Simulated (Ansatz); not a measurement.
**C4H9Al: how energies converge with the basis set**

The task here is to estimate one member of a computed series from the others.

The runs use Ansatz 0.2.0, Gaussian basis; one geometry, several basis sets.

Levels to be run: PBE0-D4/def2-SVP; ωB97M-V/def2-SVP; PBE0-D4/def2-QZVPP; ωB97M-V/def2-QZVPP; the functionals' def2-TZVPP values are taken from earlier runs.

### The geometry

The geometry comes from an earlier relaxation with PBE0-D4 in a triple-zeta def2 set; it is a stationary point, not always the lowest conformer.

SMILES `C=[CH][Al]([CH3])[CH3]`, 14 atoms, charge 0, spin multiplicity 1.

Atoms are counted from 1 here; the program's logs count them from 0.

Bond lengths: C1–C2 1.336 Å, C1–H6 1.089 Å, C1–H7 1.088 Å, C2–Al3 1.950 Å, C2–H8 1.092 Å, Al3–C4 1.956 Å, Al3–C5 1.956 Å, C4–H9 1.095 Å, C4–H10 1.093 Å, C4–H11 1.097 Å, C5–H12 1.097 Å, C5–H13 1.094 Å, C5–H14 1.093 Å. Angles: C2–C1–H6 123.1°, C2–C1–H7 121.8°, H6–C1–H7 115.1°, C1–C2–Al3 121.6°, C1–C2–H8 116.0°, Al3–C2–H8 122.4°, C2–Al3–C4 118.8°, C2–Al3–C5 119.8°, C4–Al3–C5 121.4°, Al3–C4–H9 111.3°, Al3–C4–H10 113.7°, Al3–C4–H11 110.3°, H9–C4–H10 107.9°, H9–C4–H11 106.3°, H10–C4–H11 107.1°, Al3–C5–H12 110.2°, Al3–C5–H13 112.0°, Al3–C5–H14 113.0° and more.

Set-up of the first run:

Input file in.yaml:

```yaml
crystal:
  periodic: [false, false, false]
  atoms:
    - {symbol: C, position_ang: [-2.497569, -0.026597, -0.292015]}
    - {symbol: C, position_ang: [-1.363301, 0.297544, -0.918994]}
    - {symbol: Al, position_ang: [0.377761, 0.052134, -0.075902]}
    - {symbol: C, position_ang: [0.452776, -0.686133, 1.734033]}
    - {symbol: C, position_ang: [2.005156, 0.542801, -1.042791]}
    - {symbol: H, position_ang: [-3.482604, 0.106385, -0.737321]}
    - {symbol: H, position_ang: [-2.498054, -0.445964, 0.712303]}
    - {symbol: H, position_ang: [-1.473018, 0.712807, -1.922485]}
    - {symbol: H, position_ang: [1.278479, -1.396963, 1.839984]}
    - {symbol: H, position_ang: [-0.466569, -1.191847, 2.040004]}
    - {symbol: H, position_ang: [0.639170, 0.112070, 2.462356]}
    - {symbol: H, position_ang: [2.269230, -0.241715, -1.762367]}
    - {symbol: H, position_ang: [1.876866, 1.461696, -1.623023]}
    - {symbol: H, position_ang: [2.868477, 0.674484, -0.385184]}
basis:
  gaussian: {orbitals: def2-SVP}
hamiltonian: {xc: pbe0, dispersion: d4}
output: {orbitals: {seedname: orbitals}}
```

Command:

```
> ansatz run in.yaml --threads 4 --pin off --events-out ev --progress --plain --max-ram 10444MiB
```

Steps of the session up to this table: PBE0-D4 in def2-SVP; ωB97M-V in def2-SVP; PBE0-D4 in def2-QZVPP; ωB97M-V in def2-QZVPP.

One of the session's tables, all rows but one given; the rest of the session is left out.

It belongs to the step «Density functionals: the series». 

| functional | basis | HOMO (eV) |
| --- | --- | --- |
| PBE0-D4 | def2-SVP | -7.57 |
| PBE0-D4 | def2-TZVPP | ? |
| PBE0-D4 | def2-QZVPP | -7.62 |
| ωB97M-V | def2-SVP | -9.79 |
| ωB97M-V | def2-TZVPP | -9.84 |
| ωB97M-V | def2-QZVPP | -9.85 |

Estimate the missing values for PBE0-D4, def2-TZVPP.

The run gave: HOMO (eV): -7.61. In the column «HOMO (eV)» it lies between PBE0-D4, def2-QZVPP (-7.62) and PBE0-D4, def2-SVP (-7.57).
